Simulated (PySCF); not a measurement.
# [Tm(H2O)2]2+: other functionals and bases at one geometry

How far do other levels of theory move the description of [Tm(H2O)2]2+, and what does each cost? The species was built from a template and needn't be a known compound.

Computed with PySCF 2.14.0. Level: several levels, as the steps say, no spin–orbit coupling.

1 further run of the same task is left out (for a known fault of the program).

### 1 Where the work starts

7 atoms, charge 2, spin multiplicity 1.

Bond lengths: Tm1–O2 2.398 Å, Tm1–O5 2.398 Å, O2–H3 0.975 Å, O2–H4 0.975 Å, O5–H6 0.975 Å, O5–H7 0.975 Å. Angles: O2–Tm1–O5 180.0°, Tm1–O2–H3 128.3°, Tm1–O2–H4 128.3°, H3–O2–H4 103.4°, Tm1–O5–H6 128.3°, Tm1–O5–H7 128.3°, H6–O5–H7 103.4°.

Geometry (Å):

```tsv
atom	x (Å)	y (Å)	z (Å)
Tm1	0.00000	0.00000	0.00000
O2	0.00000	0.00000	2.39786
H3	0.54094	0.54094	3.00187
H4	-0.54094	-0.54094	3.00187
O5	0.00000	0.00000	-2.39786
H6	0.54094	-0.54094	-3.00187
H7	-0.54094	0.54094	-3.00187
```

Formal oxidation states: Tm +2. Each metal's 13 4f electrons lie in its core potential, so multiplicities, spins and levels count the valence alone. An earlier session relaxed this geometry at PBE0, Tm lcecp-0-SVP with ECP59, O def2-SVP, H def2-SVP (singlet, point group D2d).

At PBE0 on the finer grid: E = -184.528092 Eh, frontier levels not given, since the 4f levels lie in the core, Mulliken charge on Tm1 +1.56 e, largest force component 0.001 eV/Å. 

Levels to run: TPSS; BLYP; PBE0, TZVP. Hardware: 2 threads of Arm Neoverse V1, shared host.

### 2 TPSS

File run.py (the lines that set the calculation):

```python
mol = gto.M(atom='''
Tm     0.00000     0.00000     0.00000
O      0.00000     0.00000     2.39786
H      0.54094     0.54094     3.00187
H     -0.54094    -0.54094     3.00187
O      0.00000     0.00000    -2.39786
H      0.54094    -0.54094    -3.00187
H     -0.54094     0.54094    -3.00187''',
    basis={'Tm': 'lcecp-0-SVP', 'O': 'def2-SVP', 'H': 'def2-SVP'},
    ecp={'Tm': 'lcecp-0-SVP'},
    charge=2, spin=0)
mf = dft.RKS(mol, xc='TPSS')
mf.grids.atom_grid = (75, 302)  # f atoms: unpruned, at least (60, 302)
mf = mf.density_fit()  # fitting sets: Tm AutoAux, O def2-universal-JKFIT, H def2-universal-JKFIT
mf.conv_tol = 1e-08; mf.max_cycle = 55
mf.kernel(dm0)  # dm0: the density of the relaxed state
```

Run with:

```sh
OMP_NUM_THREADS=2 python run.py
```

### 3 BLYP

run.py (the lines that set the calculation): that of step 2 with these lines changed.

```diff
@@ -11,3 +11,3 @@
     charge=2, spin=0)
-mf = dft.RKS(mol, xc='TPSS')
+mf = dft.RKS(mol, xc='BLYP')
 mf.grids.atom_grid = (75, 302)  # f atoms: unpruned, at least (60, 302)
```

### 4 PBE0, TZVP

Basis: Tm lcecp-0-TZVP with ECP59, O def2-TZVP, H def2-TZVP. 

File run.py (the lines that set the calculation):

```python
mol = gto.M(atom='''
Tm     0.00000     0.00000     0.00000
O      0.00000     0.00000     2.39786
H      0.54094     0.54094     3.00187
H     -0.54094    -0.54094     3.00187
O      0.00000     0.00000    -2.39786
H      0.54094    -0.54094    -3.00187
H     -0.54094     0.54094    -3.00187''',
    basis={'Tm': 'lcecp-0-TZVP', 'O': 'def2-TZVP', 'H': 'def2-TZVP'},
    ecp={'Tm': 'lcecp-0-TZVP'},
    charge=2, spin=0)
mf = dft.RKS(mol, xc='PBE0')
mf.grids.atom_grid = (75, 302)  # f atoms: unpruned, at least (60, 302)
mf = mf.density_fit()  # fitting sets: Tm AutoAux, O def2-universal-JKFIT, H def2-universal-JKFIT
mf.conv_tol = 1e-08; mf.max_cycle = 55
mf.kernel(dm0)  # dm0: free metal ions and neutral atoms
```

**Question.** What will these runs give? Wanted: for each run, charge on Tm1; dipole; largest force.

**Answer**, as computed:

| level | state | charge on Tm1 (e) | dipole (D) | largest force (eV/Å) | basis functions | time |
| --- | --- | --- | --- | --- | --- | --- |
| PBE0 (relaxed here) | singlet | 1.56 | 0.00 | 0.00 | 79 | 12 s |
| TPSS | singlet | 1.51 | 0.00 | 0.50 | 79 | 8.8 s |
| BLYP | singlet | 1.47 | 0.00 | 0.63 | 79 | 4.3 s |
| PBE0, TZVP | singlet | 1.78 | 0.00 | 0.33 | 133 | 14 s |

Times are on 2 threads of Arm Neoverse V1, shared host; the first row also made further properties. The dipole of a charged species depends on the origin, so these sizes hold for this origin alone.

The largest leftover force, 0.63 eV/Å with BLYP, stands at a geometry relaxed at another level. The Mulliken charge on Tm spans +1.47 to +1.78 e over the levels. With 4f in the core, its levels are missing from HOMO and gap. Total energies of different levels can't be compared. Spin–orbit coupling is left out throughout.
